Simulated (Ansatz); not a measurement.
# AlBrF radical: up Jacob's ladder to CCSD(T)

One table from this session's results is given with a row withheld; the runs are named, their logs left out.

Computed with Ansatz 0.2.0, Gaussian basis. Level: functionals in def2-TZVPP, the program's frozen cores in correlated methods.

The runs, in order: LDA (SPW92), PBE-D4, revPBE-D4, BLYP-D4, r2SCAN-D4, B97M-V, PBE0-D4, B3LYP-D4, r2SCANh-D4, r2SCAN0-D4, HSE06-D4, BHLYP-D4, CAM-B3LYP-D4, LC-ωPBE, ωB97X-V, ωB97M-V, B2PLYP, PBE-QIDH; CCSD(T)/def2-SVP; CCSD(T)/def2-TZVPP; MP2/def2-QZVPP; extrapolation to the limit; RPA on PBE.

## The relaxed structure

All runs share one geometry, relaxed beforehand with PBE0-D4 in a triple-zeta def2 set.

SMILES `[F][Al][Br]`, 3 atoms, charge 0, spin multiplicity 2.

Atoms are counted from 1 here; the program's logs count them from 0.

Bond lengths: F1–Al2 1.648 Å, Al2–Br3 2.266 Å. Angles: F1–Al2–Br3 118.9°.

The first run:

File in.yaml:

```yaml
crystal:
  periodic: [false, false, false]
  atoms:
    - {symbol: F, position_ang: [-1.119980, 1.016572, -0.510511]}
    - {symbol: Al, position_ang: [-0.439992, -0.468158, -0.288847]}
    - {symbol: Br, position_ang: [1.548971, -0.613214, 0.786158]}
basis:
  gaussian: {orbitals: def2-TZVPP}
magnetization: {spin_polarized: true, initial_magnetization: 1}
hamiltonian: {xc: lda}
output: {orbitals: {seedname: orbitals}}
```

Among the steps run: LDA; PBE-D4 (GGA); revPBE-D4 (GGA); BLYP-D4 (GGA); r2SCAN-D4 (meta-GGA); B97M-V (meta-GGA); PBE0-D4 (hybrid); B3LYP-D4 (hybrid); r2SCANh-D4 (hybrid); r2SCAN0-D4 (hybrid); HSE06-D4 (hybrid); BHLYP-D4 (hybrid); CAM-B3LYP-D4 (range-separated); LC-ωPBE-D4 (range-separated; the results give it without D4); ωB97X-V (range-separated); ωB97M-V (range-separated); B2PLYP (double hybrid); PBE-QIDH (double hybrid).

One table of the session follows, with a row left open; its other results are not shown here.

It belongs to the step «Frontier levels by functional». 

```
  functional  HOMO (eV)  LUMO (eV)  gap (eV)
 LDA (SPW92)      -5.76      -4.56      1.20
      PBE-D4          ?          ?         ?
   revPBE-D4      -5.69      -4.02      1.66
     BLYP-D4      -5.52      -4.21      1.31
   r2SCAN-D4      -6.03      -3.68      2.35
      B97M-V      -5.67      -4.63      1.04
     PBE0-D4      -6.78      -3.37      3.42
    B3LYP-D4      -6.53      -3.75      2.78
  r2SCANh-D4      -6.41      -3.46      2.96
  r2SCAN0-D4      -6.99      -3.13      3.86
    HSE06-D4      -6.39      -3.74      2.65
    BHLYP-D4      -7.66      -2.72      4.94
CAM-B3LYP-D4      -7.97      -2.60      5.37
     LC-ωPBE      -9.31      -1.19      8.12
     ωB97X-V      -8.83      -1.65      7.18
     ωB97M-V      -8.46      -1.93      6.52
```

Estimate the missing values for PBE-D4.

The run gave: HOMO (eV): -5.72; LUMO (eV): -4.19; gap (eV): 1.53. In the column «HOMO (eV)» it lies between LDA (SPW92) (-5.76) and revPBE-D4 (-5.69).
